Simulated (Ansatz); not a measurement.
# triplet AlCl2F: levels of theory compared

We compute a comparison of 6 runs (U-r2SCAN/STO-3G, UBLYP/STO-3G, UPBE/STO-3G, UMP2/STO-3G, UBCCD(T)/STO-3G, UCCSDT(Q)/STO-3G) of triplet AlCl2F. 

Program for the calculation: Ansatz 0.2.0.

61 further runs of the same task are left out: 5 that didn't finish, 56 set aside as unsound or not needed.

## (1) Starting point

AlCl2F has 4 atoms, charge 0, and is taken as a triplet. As SMILES of the parent species, `[F][Al]([Cl])[Cl]`. The coordinates come from a PBE0-D4/def2-TZVP relaxation. That shape belongs to the parent species and isn't relaxed for this state.

Bond lengths: F1–Al2 1.633 Å, Al2–Cl3 2.065 Å, Al2–Cl4 2.065 Å. Angles: F1–Al2–Cl3 119.2°, F1–Al2–Cl4 119.2°, Cl3–Al2–Cl4 121.5°.

## (2) A single-point energy at U-r2SCAN/STO-3G (run 1)

File molecule.yaml:

```yaml
crystal:
  periodic: [false, false, false]
  atoms:
    - {symbol: F, position_ang: [0.087420, 0.388220, 1.682350]}
    - {symbol: Al, position_ang: [0.004800, 0.021530, 0.093600]}
    - {symbol: Cl, position_ang: [1.223040, -1.463690, -0.663450]}
    - {symbol: Cl, position_ang: [-1.315270, 1.053930, -1.112510]}
basis:
  gaussian: {orbitals: STO-3G}
magnetization: {spin_polarized: true, initial_magnetization: 2}
hamiltonian: {xc: {name: r2SCAN}}
accuracy: high
```

The run is started by

```sh
$ ansatz run molecule.yaml --threads 1 --pin off --max-ram 3480MiB --events-out events.jsonl --progress --plain --runs-dir runs
```

Standard output:

```text
Warning: RAYON_NUM_THREADS=1 ignored (pool sized by the plan → 1); use --threads N
Functional definition: r2SCAN
  name "r2SCAN"
  parameter k0 = 0.174
  parameter k1 = 0.065
  parameter a1 = 4.9479
  exchange = r2scan_x(k0 = k0, k1 = k1, a1 = a1)
  correlation = r2scan_c
603 factors; integrals over basis functions are off by at most 2.8e-8 eV
mean field evaluation 1: about -33959.4915 eV, gradient 1.7e1 eV
mean field evaluation 2: about -33948.3412 eV, gradient 3.8e1 eV
mean field evaluation 4: about -33962.5067 eV, gradient 1.1e1 eV
mean field evaluation 8: about -33961.0484 eV, gradient 1.6e1 eV
mean field evaluation 16: about -33964.0931 eV, gradient 8.1e-5 eV
mean field evaluation 32: about -33961.4173 eV, gradient 8.0e0 eV
mean field evaluation 64: about -33963.5672 eV, gradient 4.6e-1 eV
mean field evaluation 96: about -33963.7874 eV, gradient 5.3e-1 eV
mean field -33964.09307542 eV, -1248.1573988324 hartree, gradient 3.6e-8 eV, S^2 2.002021; 11 other end points of the search recorded, 0 dependent functions left out
reference -33964.09307596 eV, -1248.1573988523 hartree; 29, 27 occupied and 3, 5 virtual orbitals, 603 factors
Total energy: -33964.09307596 eV, -1248.1573988523 hartree
```

It took 53 s on 1 thread of Arm Neoverse V1, shared host; peak memory 0.29 GiB.

## (3) The energy at UBLYP/STO-3G (run 2)

File in.yaml:

```yaml
crystal:
  periodic: [false, false, false]
  atoms:
    - {symbol: F, position_ang: [0.087420, 0.388220, 1.682350]}
    - {symbol: Al, position_ang: [0.004800, 0.021530, 0.093600]}
    - {symbol: Cl, position_ang: [1.223040, -1.463690, -0.663450]}
    - {symbol: Cl, position_ang: [-1.315270, 1.053930, -1.112510]}
basis:
  gaussian:
    orbitals: STO-3G
accuracy: high
hamiltonian:
  xc: {name: BLYP}
magnetization:
  spin_polarized: true
  initial_magnetization: 2
```

The run is started by

```sh
$ ansatz run in.yaml --threads 1 --pin off --max-ram 3480MiB --events-out events.jsonl --progress --plain --runs-dir runs
```

Standard output (excerpt; [...] marks lines left out):

```text
Warning: RAYON_NUM_THREADS=1 ignored (pool sized by the plan → 1); use --threads N
Functional definition: BLYP
  name "BLYP"
[...]
603 factors; integrals over basis functions are off by at most 2.8e-8 eV
[...]
mean field -33961.58314479 eV, -1248.0651605832 hartree, gradient 1.9e-8 eV, S^2 2.000771; 9 other end points of the search recorded, 0 dependent functions left out
reference -33961.58318180 eV, -1248.0651619431 hartree; 29, 27 occupied and 3, 5 virtual orbitals, 603 factors
Total energy: -33961.58318180 eV, -1248.0651619431 hartree
```

It took 12 s on 1 thread of Arm Neoverse V1, shared host; peak memory 0.16 GiB.

Run 3 isn't shown in full; the table further down has it.

## (4) The energy at UMP2/STO-3G (run 4)

in.yaml, as its differences from that of step 3:

```diff
@@ -10,5 +10,2 @@
     orbitals: STO-3G
-accuracy: high
-hamiltonian:
-  xc: {name: BLYP}
 magnetization:
@@ -16 +13,5 @@
   initial_magnetization: 2
+accuracy: high
+correlation:
+  method: mp2
+  frozen_orbitals: {Al: 5, Cl: 5, F: 1}
```

The run is started by

```sh
$ ansatz run in.yaml --threads 1 --pin off --max-ram 3480MiB --events-out events.jsonl --progress --plain --runs-dir runs
```

Standard output (excerpt; [...] marks lines left out):

```text
Warning: RAYON_NUM_THREADS=1 ignored (pool sized by the plan → 1); use --threads N
Functional definition: HF
  name "HF"
[...]
603 factors; integrals over basis functions are off by at most 2.8e-8 eV
[...]
mean field -33909.72336322 eV, -1246.1593487624 hartree, gradient 2.4e-8 eV, S^2 2.005818; 11 other end points of the search recorded, 0 dependent functions left out
16 core orbitals not correlated: weight in the atoms' cores, before any rotation towards them, 0.999 or more for the frozen orbitals, at most 0.000 for the correlated occupied ones
reference -33909.72336322 eV, -1246.1593487624 hartree; 13, 11 occupied and 3, 5 virtual orbitals, 603 factors
second order -0.64000512 eV of doubles, -0.00000000 eV of singles
Total energy: -33910.36336835 eV, -1246.1828685169 hartree
```

It took 1.6 s on 1 thread of Arm Neoverse V1, shared host; peak memory 0.1 GiB.

Run 5 isn't shown in full; the table further down has it.

## (5) A single-point energy at UCCSDT(Q)/STO-3G (run 6)

File run.yaml:

```yaml
crystal:
  periodic: [false, false, false]
  atoms:
    - {symbol: F, position_ang: [0.087420, 0.388220, 1.682350]}
    - {symbol: Al, position_ang: [0.004800, 0.021530, 0.093600]}
    - {symbol: Cl, position_ang: [1.223040, -1.463690, -0.663450]}
    - {symbol: Cl, position_ang: [-1.315270, 1.053930, -1.112510]}
basis:
  gaussian:
    orbitals: STO-3G
magnetization:
  spin_polarized: true
  initial_magnetization: 2
accuracy: high
correlation:
  method: ccsdt_q
  frozen_orbitals: {Al: 5, Cl: 5, F: 1}
scf:
  omitted_lower_state_checks: [cluster_reference, increment]
```

The run is started by

```sh
$ ansatz run run.yaml --threads 1 --pin off --max-ram 3480MiB --events-out events.jsonl --progress --plain --runs-dir runs
```

Standard output:

```text
Warning: RAYON_NUM_THREADS=1 ignored (pool sized by the plan → 1); use --threads N
[... 15 lines left out ...]
16 core orbitals not correlated: weight in the atoms' cores, before any rotation towards them, 0.999 or more for the frozen orbitals, at most 0.000 for the correlated occupied ones
[... 51 lines left out ...]
Total energy: -33910.72056591 eV, -1246.1959952854 hartree
Checks for a lower state left out: cluster_reference, increment
```

Run time: 5.7 s. Hardware: 1 thread of Arm Neoverse V1, shared host; peak memory 0.19 GiB.

## (6) The series

| run | level | frozen core orbitals | energy (Eh) | ⟨S²⟩ | wall time |
| --- | --- | --- | --- | --- | --- |
| 1 | U-r2SCAN/STO-3G | – | -1248.157399 | 2.002 | 53 s |
| 2 | UBLYP/STO-3G | – | -1248.065162 | 2.001 | 12 s |
| 3 | UPBE/STO-3G | – | -1247.578248 | 2.001 | 14 s |
| 4 | UMP2/STO-3G | 16 | -1246.182869 | 2.006 | 1.6 s |
| 5 | UBCCD(T)/STO-3G | 16 | -1246.195007 | 2.006 | 2.4 s |
| 6 | UCCSDT(Q)/STO-3G | 16 | -1246.195995 | 2.006 | 5.7 s |

## (7) Outcome

```
                                           quantity           value
                                run 6: total energy  -1246.19600 Eh
run 6: correlation energy (16 core orbitals frozen)       -36.6 mEh
           run 6: ⟨S²⟩ of the reference determinant           2.006
                               run 6: T1 diagnostic           0.027
```

**Reading.** Totals of different functionals can't be ranked against each other. In runs 1, 2, 3, 4, 5, 6 the basis is minimal, so the values are rough. All runs together took 89 s, the longest 53 s.
